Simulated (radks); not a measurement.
**Fractional charge and spin in the 4d shell of indium**

An exercise on one series of results from a longer session: the logs are not shown, and one member is left open.

The numbers are computed with radks (a radial shooting solver on a logarithmic mesh, Libxc functionals) version 1 (scalar-relativistic Kohn-Sham, r2SCAN, spin-polarised, spherical densities, finite nucleus), except any that are marked as measured or tabulated.

## The system

| Property | Result |
| --- | --- |
| element | indium (Z = 49) |
| configuration | [Kr] 5s(up 0.5, down 0.5) 4d(up 5, down 5) |
| nuclear rms radius | 4.6156 fm |

A shell typed twice in an input gives spin up, then spin down.

Set-up of the first run:

Settings of this run:

```text
Z 49
configuration [Kr] 5s0.5 5s0.5 4d5 4d5
relativity scalar-relativistic
functional r2scan,r2scan
spin polarised
nucleus finite rms 4.6156 fm
c 137.035999084
```

Steps of the session up to this table: 4d: up 5, down 5.

One of the session's tables, all rows but one given; the rest of the session is left out.

It belongs to the step «4d: up 5, down 5». From the orbitals of this run (lengths in bohr):

```
level     <r>  outermost maximum (interpolated)  90 % within  nodes
   2p  0.1122                            0.0869        0.183      0
   3s  0.3478                             0.315        0.511      2
   3p       ?                                 ?            ?      ?
   3d  0.3243                             0.259        0.511      0
   4s  0.8506                             0.771         1.23      3
   4p  0.9233                             0.817         1.36      2
   4d   1.162                             0.930         1.81      1
   5s   2.339                              2.05         3.40      4
```

Estimate the missing values for 3p.

The run gave: <r>: 0.3466; outermost maximum (interpolated): 0.309; 90 % within: 0.521; nodes: 1. In the column «<r>» it lies between 3d (0.3243) and 3s (0.3478).
